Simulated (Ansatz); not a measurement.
# CH6AlNOSSi: up Jacob's ladder to CCSD(T)

How much do the methods differ for CH6AlNOSSi? The plan is to run it at one geometry with functionals of several rungs and with coupled cluster, and see how far each lands from CCSD(T) at the basis-set limit for the atomisation energy.

Method: functionals in def2-TZVPP, the program's frozen cores in correlated methods; program: Ansatz 0.2.0, Gaussian basis.

Levels to be run: PBE-D4, r2SCAN-D4, PBE0-D4, B3LYP-D4, ωB97X-V, ωB97M-V, B2PLYP; CCSD(T)/def2-TZVPP; MP2/def2-QZVPP; extrapolation to the limit.

## Step 1: The relaxed structure

The geometry comes from an earlier relaxation with PBE0-D4 in a triple-zeta def2 set; it is a stationary point, not always the lowest conformer.

12 atoms, charge 0, spin multiplicity 1.

Atoms are counted from 1 here; the program's logs count them from 0.

Bond lengths: N1–C2 1.458 Å, N1–Al6 2.094 Å, N1–H7 1.016 Å, N1–H8 1.021 Å, C2–S3 1.621 Å, C2–O4 1.295 Å, O4–Si5 1.758 Å, Si5–Al6 2.464 Å, Si5–H9 1.491 Å, Si5–H10 1.487 Å, Al6–H11 1.589 Å, Al6–H12 1.593 Å. Angles: C2–N1–Al6 113.4°, C2–N1–H7 107.7°, C2–N1–H8 109.3°, Al6–N1–H7 116.3°, Al6–N1–H8 102.0°, H7–N1–H8 107.7°, N1–C2–S3 120.4°, N1–C2–O4 113.0°, S3–C2–O4 126.6°, C2–O4–Si5 124.6°, O4–Si5–Al6 93.5°, O4–Si5–H9 102.6°, O4–Si5–H10 102.3°, Al6–Si5–H9 121.1°, Al6–Si5–H10 125.1°, H9–Si5–H10 106.1°, N1–Al6–Si5 79.7°, N1–Al6–H11 104.9° and more.

## Step 2: PBE-D4 (GGA)

File in.yaml:

```yaml
crystal:
  periodic: [false, false, false]
  atoms:
    - {symbol: N, position_ang: [0.055793, -1.161196, 0.370174]}
    - {symbol: C, position_ang: [1.317937, -0.451962, 0.545457]}
    - {symbol: S, position_ang: [2.718543, -1.266733, 0.577031]}
    - {symbol: O, position_ang: [1.168256, 0.830455, 0.651157]}
    - {symbol: Si, position_ang: [-0.180817, 1.737179, -0.019557]}
    - {symbol: Al, position_ang: [-1.218838, -0.259092, -1.024526]}
    - {symbol: H, position_ang: [0.271258, -2.142185, 0.215489]}
    - {symbol: H, position_ang: [-0.489742, -1.095198, 1.230538]}
    - {symbol: H, position_ang: [-0.768132, 2.386838, 1.187461]}
    - {symbol: H, position_ang: [0.506614, 2.816870, -0.775848]}
    - {symbol: H, position_ang: [-0.664602, -0.717730, -2.440824]}
    - {symbol: H, position_ang: [-2.639471, -0.732546, -0.482552]}
basis:
  gaussian: {orbitals: def2-TZVPP}
hamiltonian: {xc: pbe, dispersion: d4}
output: {forces: true, orbitals: {seedname: orbitals}}
```

The run is started by

```
> ansatz run in.yaml --threads 2 --pin off --events-out ev --progress --plain --max-ram 32768MiB --backend cuda --devices 0, --max-vram 18GiB
```

Further steps of the session: r2SCAN-D4 (meta-GGA); PBE0-D4 (hybrid); B3LYP-D4 (hybrid); ωB97X-V (range-separated); ωB97M-V (range-separated); B2PLYP (double hybrid); CCSD(T) in def2-TZVPP; MP2 in def2-QZVPP.

**Question.** What will the summary of the whole plan be? Wanted: atomisation energy, CCSD(T)/CBS; farthest; mean size of error, hybrid; mean size of error, range-separated; gap, smallest and largest; T1 diagnostic; triples share of the correlation energy.

As calculated:

```
                               quantity                                value
        atomisation energy, CCSD(T)/CBS                            41.988 eV
    functionals within 0.210 eV (0.5 %)         r2SCAN-D4, PBE0-D4, B3LYP-D4
                               farthest                   PBE-D4 (+0.949 eV)
             mean size of error, hybrid                             0.047 eV
    mean size of error, range-separated                             0.276 eV
              gap, smallest and largest  3.11 eV (PBE-D4), 9.81 eV (ωB97X-V)
                          T1 diagnostic                               0.0160
triples share of the correlation energy                                4.4 %
```

**Reading.** PBE-D4 misses by +0.949 eV. Double hybrids carry the basis error of their MP2 part in triple zeta, and no dispersion term here, so their miss is partly the set-up's. The reference freezes the cores and leaves out relativity and excitations past (T), so misses under about 0.210 eV can't be ranked. Hartree-Fock recovers 68 % of the binding; the rest is correlation. Orbital gaps span 3.1 to 9.8 eV; exact exchange widens them.
